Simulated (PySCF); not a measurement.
# C5H4F2: the cost of one run

The runs use PySCF 2.14.0, with density-fitted response routines of our own; the level of theory stands in each step. All values are computed, except where a source is named. Atoms count from 0, in the outputs and in this text.

## 1. The starting structure

11 atoms, charge 0, multiplicity 1; geometry from: GFN2-xTB. The atoms were then displaced at random by about 0.01 Å, so the start is not that level's minimum.

Bonds of the start (Å): F0–C1 1.37, C1–C2 1.35, C2–C3 1.45, C3–C4 1.47, C4–C5 1.34, C5–F6 1.34, C5–C1 1.46, C2–H7 1.07, C3–H8 1.09, C3–H9 1.12, C4–H10 1.07.

## 2. Relaxing the molecule at PBE0-D3(BJ)/def2-SVP

Job settings and geometry (Å):

```
{"job": {"xc": "PBE0", "basis": "def2-SVP", "d3": "d3bj", "grid": 1, "shake": 0.01, "kind": "geom"}, "charge": 0, "multiplicity": 1}
F      2.516790    -0.681160     0.263730
C      1.201110    -0.341500     0.128040
C      0.134070    -1.144720     0.312430
C     -1.058890    -0.360840     0.059650
C     -0.597080     0.990070    -0.308170
C      0.740000     0.990470    -0.254450
F      1.574590     2.003860    -0.509140
H      0.186420    -2.169240     0.604610
H     -1.681110    -0.797290    -0.726410
H     -1.740650    -0.336700     0.953070
H     -1.237140     1.821230    -0.539010
```

Launch:

```bash
OMP_NUM_THREADS=1 python probes_run.py task.json out
```

One launch serves the whole session: the jobs run in the order shown.

**Question.** How long does this first job take on 1 thread of Arm Neoverse V2, shared host, and how much memory does it need?

About 36 s, with a peak of 0.52 GiB.
